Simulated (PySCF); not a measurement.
# C5H8Si: the cost of one run

The runs use PySCF 2.14.0, with density-fitted response routines of our own; the level of theory stands in each step. All values are computed, except where a source is named. Atoms are numbered from 0 throughout.

## Step 1: The starting structure

14 atoms, charge 0, multiplicity 1; geometry from: GFN2-xTB. The atoms were then displaced at random by about 0.01 Å, so the start is not that level's minimum.

Bonds of the start (Å): C0–C1 1.34, C1–C2 1.42, C2–C3 1.15, C3–C4 1.48, C4–Si5 1.92, C0–H6 1.07, C0–H7 1.08, C1–H8 1.11, C4–H9 1.11, C4–H10 1.08, Si5–H11 1.46, Si5–H12 1.46, Si5–H13 1.47.

## Step 2: Relaxing the molecule at PBE0-D3(BJ)/def2-SVP

The job: settings as JSON, then the geometry in Å.

```
{"job": {"xc": "PBE0", "basis": "def2-SVP", "d3": "d3bj", "grid": 1, "shake": 0.01, "kind": "geom"}, "charge": 0, "multiplicity": 1}
C      3.213100     0.564160    -0.106990
C      2.280920     0.585910     0.859060
C      0.991160     0.000180     0.736230
C     -0.042520    -0.509080     0.664150
C     -1.388360    -1.104700     0.555960
Si    -2.675320     0.182700    -0.056780
H      3.007020     0.124510    -1.063780
H      4.172060     1.057250     0.011000
H      2.494430     1.063280     1.836210
H     -1.686280    -1.480570     1.556850
H     -1.357170    -1.951890    -0.109500
H     -3.962990    -0.499720    -0.108160
H     -2.305640     0.652370    -1.393200
H     -2.747560     1.300530     0.891200
```

Launch:

```bash
OMP_NUM_THREADS=1 python probes_run.py task.json out
```

This one command runs all jobs of the session in turn.

Q: Estimate the wall time and peak memory of this first job on 1 thread of Arm Neoverse V1, shared host.

About 46 s, with a peak of 0.52 GiB.
